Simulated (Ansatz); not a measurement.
**C3H12InN: a ladder of functionals and wavefunction methods**

An exercise on one series of results from a longer session: the logs are not shown, and one member is left open.

The runs use Ansatz 0.2.0, Gaussian basis; functionals in def2-TZVPP, the program's frozen cores in correlated methods.

The runs, in order: LDA (SPW92), PBE-D4, revPBE-D4, BLYP-D4, r2SCAN-D4, B97M-V, PBE0-D4, B3LYP-D4, r2SCANh-D4, r2SCAN0-D4, HSE06-D4, BHLYP-D4, CAM-B3LYP-D4, LC-ωPBE, ωB97X-V, ωB97M-V, B2PLYP, PBE-QIDH; CCSD(T)/def2-SVP; MP2/def2-TZVPP; MP2/def2-QZVPP; RPA on PBE.

1 further run of the same task is left out (for a known fault of the program). Runs told in other sessions of the task aren't counted.

### Structure used throughout

An earlier PBE0-D4 in a triple-zeta def2 set relaxation fixed the geometry. In takes the def2 core potential; no spin-orbit term is included.

17 atoms, charge 0, spin multiplicity 1.

Atoms are counted from 1 here; the program's logs count them from 0.

Bond lengths: C1–N2 1.464 Å, C1–H6 1.090 Å, C1–H7 1.090 Å, C1–H8 1.094 Å, N2–In3 2.403 Å, N2–H9 1.014 Å, N2–H10 1.014 Å, In3–C4 2.176 Å, In3–C5 2.176 Å, In3–H11 1.747 Å, C4–H12 1.093 Å, C4–H13 1.093 Å, C4–H14 1.093 Å, C5–H15 1.093 Å, C5–H16 1.093 Å, C5–H17 1.093 Å. Angles: N2–C1–H6 109.0°, N2–C1–H7 109.0°, N2–C1–H8 113.2°, H6–C1–H7 107.8°, H6–C1–H8 108.9°, H7–C1–H8 108.9°, C1–N2–In3 113.5°, C1–N2–H9 110.8°, C1–N2–H10 110.8°, In3–N2–H9 107.4°, In3–N2–H10 107.4°, H9–N2–H10 106.7°, N2–In3–C4 96.6°, N2–In3–C5 96.6°, N2–In3–H11 95.6°, C4–In3–C5 118.7°, C4–In3–H11 118.9°, C5–In3–H11 118.9° and more.

Set-up of the first run:

in.yaml

```yaml
crystal:
  periodic: [false, false, false]
  atoms:
    - {symbol: C, position_ang: [0.150464, 1.465725, -1.383659]}
    - {symbol: N, position_ang: [1.033216, 1.161353, -0.256568]}
    - {symbol: In, position_ang: [0.311233, -0.727455, 1.041526]}
    - {symbol: C, position_ang: [0.381783, -2.181500, -0.575229]}
    - {symbol: C, position_ang: [-1.617786, 0.093596, 1.622760]}
    - {symbol: H, position_ang: [-0.852375, 1.664183, -1.004914]}
    - {symbol: H, position_ang: [0.094421, 0.593709, -2.035541]}
    - {symbol: H, position_ang: [0.483690, 2.326224, -1.971232]}
    - {symbol: H, position_ang: [1.100248, 1.953228, 0.372522]}
    - {symbol: H, position_ang: [1.974122, 0.965593, -0.578571]}
    - {symbol: H, position_ang: [1.633730, -0.666596, 2.181547]}
    - {symbol: H, position_ang: [0.273592, -3.194058, -0.179212]}
    - {symbol: H, position_ang: [1.336890, -2.140128, -1.105390]}
    - {symbol: H, position_ang: [-0.423817, -2.020494, -1.295483]}
    - {symbol: H, position_ang: [-2.309842, 0.129355, 0.778141]}
    - {symbol: H, position_ang: [-2.074857, -0.525361, 2.398445]}
    - {symbol: H, position_ang: [-1.513612, 1.102222, 2.031056]}
basis:
  gaussian: {orbitals: def2-TZVPP}
hamiltonian: {xc: lda}
output: {orbitals: {seedname: orbitals}}
```

On the command line:

```
> ansatz run in.yaml --threads 4 --pin off --events-out ev --progress --plain --max-ram 11315MiB
```

Steps of the session up to this table: LDA; PBE-D4 (GGA); revPBE-D4 (GGA); BLYP-D4 (GGA); r2SCAN-D4 (meta-GGA); B97M-V (meta-GGA); B3LYP-D4 (hybrid); r2SCANh-D4 (hybrid); r2SCAN0-D4 (hybrid); HSE06-D4 (hybrid); BHLYP-D4 (hybrid); CAM-B3LYP-D4 (range-separated); LC-ωPBE (range-separated); ωB97X-V (range-separated); ωB97M-V (range-separated); B2PLYP (double hybrid); PBE-QIDH (double hybrid).

One of the session's tables, all rows but one given; the rest of the session is left out.

It belongs to the step «Orbital energies across the functionals». 

```
  functional  HOMO (eV)  gap (eV)
 LDA (SPW92)      -5.57      4.68
      PBE-D4      -5.39      4.66
   revPBE-D4      -5.32      4.68
     BLYP-D4      -5.24      4.52
   r2SCAN-D4      -5.61      5.47
      B97M-V      -5.66      5.06
     PBE0-D4      -6.54      6.58
    B3LYP-D4      -6.32      6.06
  r2SCANh-D4      -6.04      6.13
  r2SCAN0-D4      -6.69      7.11
    HSE06-D4          ?         ?
    BHLYP-D4      -7.58      8.19
CAM-B3LYP-D4      -7.85      8.61
     LC-ωPBE      -9.21     11.06
     ωB97X-V      -8.85     10.54
     ωB97M-V      -8.75      9.94
```

**Question.** Estimate the row for HSE06-D4.

The run gave: HOMO (eV): -6.14; gap (eV): 5.83. In the column «HOMO (eV)» it lies between B3LYP-D4 (-6.32) and r2SCANh-D4 (-6.04).
